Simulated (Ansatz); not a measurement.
# CHBF2O: geometry and vibrations

The task is to find a stationary geometry of CHBF2O, then compute its harmonic vibrations to see whether it is a minimum and to get the zero-point energy and entropy, and look at its orbitals and charge.

The runs use Ansatz 0.2.0, Gaussian basis; RKS PBE0-D4/def2-TZVP.

The runs, in order: relaxation at PBE-D4/def2-SVP; relaxation at PBE0-D4/def2-TZVP; harmonic vibrations at the same level; a single point in def2-TZVPP for the fields.

**1. Where the work starts**

SMILES `O=CB(F)F`, 6 atoms, charge 0, spin multiplicity 1.

Atoms are counted from 1 here; the program's logs count them from 0.

Bond lengths: O1–C2 1.253 Å, C2–B3 1.575 Å, C2–H6 1.101 Å, B3–F4 1.417 Å, B3–F5 1.446 Å. Angles: O1–C2–B3 119.9°, O1–C2–H6 120.6°, B3–C2–H6 119.5°, C2–B3–F4 120.5°, C2–B3–F5 120.0°, F4–B3–F5 119.1°.

The start is a force-field geometry with small random shifts, so a cheaper pass at PBE-D4/def2-SVP comes first.

**2. Optimising with PBE-D4/def2-SVP (cheap first pass)**

in.yaml

```yaml
crystal:
  periodic: [false, false, false]
  atoms:
    - {symbol: O, position_ang: [-0.200000, -1.015700, 1.480600]}
    - {symbol: C, position_ang: [-0.018200, 0.035800, 0.824600]}
    - {symbol: B, position_ang: [-0.026900, -0.010300, -0.749300]}
    - {symbol: F, position_ang: [-0.178200, -1.243400, -1.430800]}
    - {symbol: F, position_ang: [0.285600, 1.179900, -1.509200]}
    - {symbol: H, position_ang: [0.179800, 0.989700, 1.337800]}
basis:
  gaussian: {orbitals: def2-SVP}
hamiltonian: {xc: pbe, dispersion: d4}
relax: {f_tol: 0.03, max_steps: 200}
```

Command:

```
$ ansatz run in.yaml --threads 2 --pin off --events-out ev --progress --plain --max-ram 4352MiB
```

The program printed, shortened:

```text
Functional definition: PBE
  name "PBE"
  cite "Perdew, Burke & Ernzerhof, Phys. Rev. Lett. 77, 3865 (1996) doi:10.1103/PhysRevLett.77.3865"
  parent pbe
[...]
809 factors; their error is unknown
[...]
mean field -9195.59713469 eV, -337.9319617001 hartree, gradient 5.3e-5 eV, S^2 0.000000; 0 other end points of the search recorded, 0 dependent functions left out
[...]
reference -9195.59715926 eV, -337.9319626031 hartree; 19, 19 occupied and 56, 56 virtual orbitals, 809 factors
relax step   1: F+E_penalty+E_count = -9195.68267999 eV  Δ(F+E_penalty+E_count) = +0.000e0 eV  max|allowed force component| = 3.844e0 eV/Å  Δτ_max = 0.0000 Å  (27 SCF iters, accepted)
[...]
relax step   7: F+E_penalty+E_count = -9196.19943533 eV  Δ(F+E_penalty+E_count) = -3.771e-3 eV  max|allowed force component| = 3.502e-2 eV/Å  Δτ_max = 0.0646 Å  (29 SCF iters, accepted)
[...]
relax step   8: F+E_penalty+E_count = -9196.19969709 eV  Δ(F+E_penalty+E_count) = -2.618e-4 eV  max|allowed force component| = 2.037e-2 eV/Å  Δτ_max = 0.0127 Å  (28 SCF iters, accepted)
809 factors; their error is unknown
mean field -9196.11351967 eV, -337.9509384982 hartree, gradient 2.5e-5 eV, S^2 0.000000; 1 other end points of the search recorded, 0 dependent functions left out
[...]
reference -9196.11354384 eV, -337.9509393866 hartree; 19, 19 occupied and 56, 56 virtual orbitals, 809 factors
Total energy: -9196.19972126 eV, -337.9541063484 hartree
Atom 0 at    -0.176808    -1.001879     1.489522 Å, force    -0.004156    -0.006224     0.002172 eV/Å
Atom 1 at    -0.008611     0.010120     0.828977 Å, force     0.005137     0.020365    -0.000867 eV/Å
Atom 2 at     0.020756    -0.025095    -0.784869 Å, force    -0.005534     0.004993     0.009453 eV/Å
Atom 3 at    -0.200984    -1.146449    -1.445826 Å, force     0.003959    -0.005568    -0.002336 eV/Å
Atom 4 at     0.270806     1.082682    -1.472166 Å, force    -0.000749     0.000596     0.003361 eV/Å
Atom 5 at     0.136941     1.016622     1.338063 Å, force     0.001342    -0.014162    -0.011783 eV/Å
Dipole moment:     0.046587     0.300144    -0.068214 e Å
```

Run time: 4 s. Hardware: 2 threads of AMD EPYC 9R45, shared host.

Along the way:

```
step  energy from step 1 (eV)  largest force component (eV/Å)
   1                   0.0000                          3.8436
   2                  -0.2343                          2.9007
   3                  -0.4049                          1.7252
   4                  -0.4791                          1.6006
   5                  -0.4983                          0.8850
   6                  -0.5130                          0.2809
   7                  -0.5168                          0.0350
   8                  -0.5170                          0.0204
```

Close pairs (by a distance rule), those that changed most:

```
 bond  before (Å)  after (Å)  change (Å)
B3–F5       1.446      1.327      -0.119
B3–F4       1.417      1.320      -0.097
C2–B3       1.575      1.614      +0.040
C2–H6       1.101      1.137      +0.036
O1–C2       1.253      1.220      -0.032
```

**3. Relaxation at PBE0-D4/def2-TZVP**

in.yaml

```yaml
crystal:
  periodic: [false, false, false]
  atoms:
    - {symbol: O, position_ang: [-0.176808, -1.001879, 1.489522]}
    - {symbol: C, position_ang: [-0.008611, 0.010120, 0.828977]}
    - {symbol: B, position_ang: [0.020756, -0.025095, -0.784869]}
    - {symbol: F, position_ang: [-0.200984, -1.146449, -1.445826]}
    - {symbol: F, position_ang: [0.270806, 1.082682, -1.472166]}
    - {symbol: H, position_ang: [0.136941, 1.016622, 1.338063]}
basis:
  gaussian: {orbitals: def2-TZVP}
hamiltonian: {xc: pbe0, dispersion: d4}
relax: {f_tol: 0.005, max_steps: 150}
```

The command is unchanged.

The program printed, shortened:

```text
Functional definition: PBE0
  name "PBE0"
  cite "Adamo & Barone, J. Chem. Phys. 110, 6158 (1999) doi:10.1063/1.478522"
  cite "Perdew, Burke & Ernzerhof, Phys. Rev. Lett. 77, 3865 (1996) doi:10.1103/PhysRevLett.77.3865"
  parent pbe
[...]
856 factors; their error is unknown
[...]
mean field -9207.09755582 eV, -338.3545943816 hartree, gradient 5.6e-5 eV, S^2 0.000000; 0 other end points of the search recorded, 0 dependent functions left out
[...]
reference -9207.09758285 eV, -338.3545953750 hartree; 19, 19 occupied and 142, 142 virtual orbitals, 856 factors
relax step   1: F+E_penalty+E_count = -9207.16892280 eV  Δ(F+E_penalty+E_count) = +0.000e0 eV  max|allowed force component| = 1.191e0 eV/Å  Δτ_max = 0.0000 Å  (28 SCF iters, accepted)
[...]
856 factors; their error is unknown
[...]
mean field -9207.12840803 eV, -338.3557281793 hartree, gradient 1.1e-5 eV, S^2 0.000000; 1 other end points of the search recorded, 0 dependent functions left out
[...]
reference -9207.12843508 eV, -338.3557291734 hartree; 19, 19 occupied and 142, 142 virtual orbitals, 856 factors
Total energy: -9207.20005442 eV, -338.3583611355 hartree
Atom 0 at    -0.202463    -0.978985     1.477662 Å, force    -0.000217     0.000095    -0.000309 eV/Å
Atom 1 at    -0.006322     0.013417     0.823613 Å, force     0.000165     0.000582     0.000024 eV/Å
Atom 2 at     0.020507    -0.026357    -0.782401 Å, force     0.000161     0.000581     0.000547 eV/Å
Atom 3 at    -0.174752    -1.141813    -1.434295 Å, force     0.000052    -0.000650    -0.000752 eV/Å
Atom 4 at     0.242339     1.078745    -1.458659 Å, force    -0.000333    -0.000499     0.000564 eV/Å
Atom 5 at     0.162792     0.990993     1.327781 Å, force     0.000173    -0.000109    -0.000074 eV/Å
Dipole moment:     0.066046     0.353027    -0.061035 e Å
```

Run time: 9.5 s. Hardware: 2 threads of AMD EPYC 9R45, shared host.

Relaxation path:

```
step  energy from step 1 (eV)  largest force component (eV/Å)
   1                   0.0000                          1.1905
   2                  -0.0288                          0.2290
   3                  -0.0308                          0.0399
   4                  -0.0311                          0.0192
   5                  -0.0311                          0.0141
   6                  -0.0311                          0.0142
   7                  -0.0311                          0.0008
```

Distances of close pairs at the start and the end, largest changes first:

```
 bond  before (Å)  after (Å)  change (Å)
C2–H6       1.137      1.113      -0.024
O1–C2       1.220      1.205      -0.016
B3–F4       1.320      1.307      -0.014
B3–F5       1.327      1.314      -0.013
C2–B3       1.614      1.607      -0.008
```

Mulliken charges of the relaxed molecule (report file):

```
atom  value (e)
  O1      -0.22
  C2       0.01
  B3       0.54
  F4      -0.20
  F5      -0.22
  H6       0.09
```

**4. Harmonic vibrations**

in.yaml

```yaml
crystal:
  periodic: [false, false, false]
  atoms:
    - {symbol: O, position_ang: [-0.202463, -0.978985, 1.477662]}
    - {symbol: C, position_ang: [-0.006322, 0.013417, 0.823613]}
    - {symbol: B, position_ang: [0.020507, -0.026357, -0.782401]}
    - {symbol: F, position_ang: [-0.174752, -1.141813, -1.434295]}
    - {symbol: F, position_ang: [0.242339, 1.078745, -1.458659]}
    - {symbol: H, position_ang: [0.162792, 0.990993, 1.327781]}
basis:
  gaussian: {orbitals: def2-TZVP}
hamiltonian: {xc: pbe0, dispersion: d4}
phonons: {temperatures: {t_min: 298.15, t_max: 900, t_step: 200}}
```

Launched as before.

The program printed, shortened:

```text
Functional definition: PBE0
  name "PBE0"
  cite "Adamo & Barone, J. Chem. Phys. 110, 6158 (1999) doi:10.1063/1.478522"
  cite "Perdew, Burke & Ernzerhof, Phys. Rev. Lett. 77, 3865 (1996) doi:10.1103/PhysRevLett.77.3865"
  parent pbe
[...]
856 factors; their error is unknown
[...]
mean field -9207.12840756 eV, -338.3557281622 hartree, gradient 6.7e-5 eV, S^2 0.000000; 0 other end points of the search recorded, 0 dependent functions left out
[...]
reference -9207.12843462 eV, -338.3557291563 hartree; 19, 19 occupied and 142, 142 virtual orbitals, 856 factors
[...]
856 factors; their error is unknown
mean field -9207.12839444 eV, -338.3557276799 hartree, gradient 2.8e-6 eV, S^2 0.000000; 0 other end points of the search recorded, 0 dependent functions left out
[...]
reference -9207.12842149 eV, -338.3557286741 hartree; 19, 19 occupied and 142, 142 virtual orbitals, 856 factors
[...]
reference -9207.12839578 eV, -338.3557277291 hartree; 19, 19 occupied and 142, 142 virtual orbitals, 856 factors
Total energy: -9207.20005395 eV, -338.3583611183 hartree
Atom 0 at    -0.202463    -0.978985     1.477662 Å, force    -0.000219     0.000077    -0.000308 eV/Å
Atom 1 at    -0.006322     0.013417     0.823613 Å, force     0.000161     0.000597     0.000029 eV/Å
Atom 2 at     0.020507    -0.026357    -0.782401 Å, force     0.000153     0.000529     0.000525 eV/Å
Atom 3 at    -0.174752    -1.141813    -1.434295 Å, force     0.000057    -0.000619    -0.000728 eV/Å
Atom 4 at     0.242339     1.078745    -1.458659 Å, force    -0.000330    -0.000482     0.000554 eV/Å
Atom 5 at     0.162792     0.990993     1.327781 Å, force     0.000177    -0.000102    -0.000072 eV/Å
Dipole moment:     0.066046     0.353027    -0.061034 e Å
Vibrations: 65.99 196.11 406.82 491.18 573.25 787.18 963.73 1305.05 1412.32 1483.76 1807.85 2887.58 cm⁻¹, zero-point energy 0.767513 eV
```

Run time: 29 s. Hardware: 2 threads of AMD EPYC 9R45, shared host.

Motions are named by where the mode's potential energy lies. The modes, unscaled (a negative number is an imaginary wavenumber):

```
mode  cm⁻¹                          motion
   1    66                         torsion
   2   196                            bend
   3   407                            bend
   4   491  torsion with out-of-plane bend
   5   573                            bend
   6   787             B–C and B–F stretch
   7   964  torsion with out-of-plane bend
   8  1305           B–F stretch with bend
   9  1412                            bend
  10  1484                     B–F stretch
  11  1808                     C–O stretch
  12  2888                     C–H stretch
```

From these modes and the moments of inertia (298.15 K, 1 bar, symmetry number 1):

```
                term            value
   zero-point energy    17.7 kcal/mol
          H(298) − E    21.5 kcal/mol
entropy, translation  163.2 J/(mol K)
   entropy, rotation  106.8 J/(mol K)
  entropy, vibration   37.4 J/(mol K)
      entropy, total  307.4 J/(mol K)
```

**5. Fields at the relaxed geometry**

Changes to in.yaml since step 4:

```diff
@@ -10,4 +10,4 @@
 basis:
-  gaussian: {orbitals: def2-TZVP}
+  gaussian: {orbitals: def2-TZVPP}
 hamiltonian: {xc: pbe0, dispersion: d4}
-phonons: {temperatures: {t_min: 298.15, t_max: 900, t_step: 200}}
+output: {orbitals: {seedname: orbitals}}
```

Launched as before.

The program printed:

```text
Functional definition: PBE0
  name "PBE0"
  cite "Adamo & Barone, J. Chem. Phys. 110, 6158 (1999) doi:10.1063/1.478522"
  cite "Perdew, Burke & Ernzerhof, Phys. Rev. Lett. 77, 3865 (1996) doi:10.1103/PhysRevLett.77.3865"
  parent pbe
  parameter a = 0.25
  parameter kappa = 0.804
  parameter beta = 0.06672455060314922
  exchange = (1 - a)*pbe_x(kappa = kappa, mu = beta*pi^2/3) + a*exact_x
  correlation = pbe_c(beta = beta)
871 factors; their error is unknown
mean field evaluation 1: about -9203.2131 eV, gradient 5.0e1 eV
mean field evaluation 2: about -9197.0506 eV, gradient 7.9e1 eV
mean field evaluation 4: about -9207.0903 eV, gradient 3.6e0 eV
mean field evaluation 8: about -9207.1379 eV, gradient 3.3e-1 eV
mean field evaluation 16: about -9207.1380 eV, gradient 1.9e-5 eV
mean field -9207.13803748 eV, -338.3560820549 hartree, gradient 1.9e-5 eV, S^2 0.000000; 0 other end points of the search recorded, 0 dependent functions left out
reference -9207.13806460 eV, -338.3560830518 hartree; 19, 19 occupied and 150, 150 virtual orbitals, 871 factors
Total energy: -9207.20968394 eV, -338.3587150138 hartree
```

Wall time 0.85 s (2 threads of AMD EPYC 9R45, shared host).

Orbitals, density, ELF and potential are computed afterwards from the orbital file.

Frontier orbitals at PBE0-D4/def2-TZVPP, with the share of their density that lies nearest to each atom:

```
orbital  energy (eV)                    lies on
 HOMO-1       -11.85           O1 63 %; C2 30 %
   HOMO        -7.86  O1 61 %; H6 16 %; B3 12 %
   LUMO        -2.78  C2 30 %; O1 29 %; B3 26 %
```

ELF in a plane through or near 6 of the atoms.

Values, 10 rows by 14 columns:
```
0.00 0.00 0.00 0.00 0.00 0.00 0.00 0.00 0.00 0.00 0.00 0.00 0.00 0.00
0.00 0.00 0.00 0.00 0.01 0.01 0.00 0.00 0.00 0.01 0.00 0.00 0.00 0.00
0.00 0.00 0.02 0.17 0.50 0.49 0.14 0.00 0.39 0.88 0.80 0.08 0.00 0.00
0.00 0.01 0.16 0.66 0.64 0.85 0.29 0.04 0.89 1.00 0.99 0.33 0.00 0.00
0.00 0.01 0.14 0.60 0.77 0.79 0.31 0.62 0.79 0.98 0.74 0.03 0.00 0.00
0.00 0.00 0.01 0.05 0.32 0.13 0.31 0.95 0.09 0.65 0.57 0.36 0.09 0.00
0.00 0.00 0.15 0.65 0.53 0.81 0.32 0.10 0.63 0.55 0.74 0.78 0.29 0.00
0.00 0.00 0.06 0.40 0.78 0.79 0.31 0.02 0.71 0.86 0.74 0.32 0.04 0.00
0.00 0.00 0.00 0.03 0.14 0.16 0.03 0.00 0.18 0.27 0.13 0.02 0.00 0.00
0.00 0.00 0.00 0.00 0.00 0.00 0.00 0.00 0.00 0.00 0.00 0.00 0.00 0.00
```
The map spans 8.2 Å across and 7.5 Å up, centred on the molecule. Atoms in the plane (x, y in Å): O1 (1.5, -1.0), C2 (0.8, 0.0), B3 (-0.8, 0.0), F4 (-1.4, -1.2), F5 (-1.5, 1.1), H6 (1.3, 1.0).

On the surface of density 0.002 e/bohr³ the electrostatic potential runs, from the 1st to the 99th percentile, from -1.15 V near O1 to 2.36 V near B3.

**6. Summary of results**

```
                  quantity            value
               point group               Cs
                     steps            8 + 7
shift from the start (rms)          0.072 Å
              total energy    -9207.2001 eV
           dispersion term          -72 meV
             dipole moment           1.75 D
lowest, highest wavenumber    66, 2888 cm⁻¹
         zero-point energy    17.7 kcal/mol
       entropy at 298.15 K  307.4 J/(mol K)
                HOMO, LUMO  -7.86, -2.78 eV
```

**Reading.** The atoms moved 0.07 Å (rms) from the start; the bond that changed most is B3–F5, from 1.446 to 1.314 Å. No mode is imaginary: a true minimum at this level. The stiffest mode, 2888 cm⁻¹, is a C–H stretch, and 2 modes under 200 cm⁻¹ make the vibrational entropy uncertain. Harmonic hybrid wavenumbers usually lie a few per cent above measured fundamentals. The largest Mulliken charge, +0.54 e, sits on B3. The HOMO lies mostly on O1 61 %; H6 16 % and the LUMO on C2 30 %; O1 29 %.
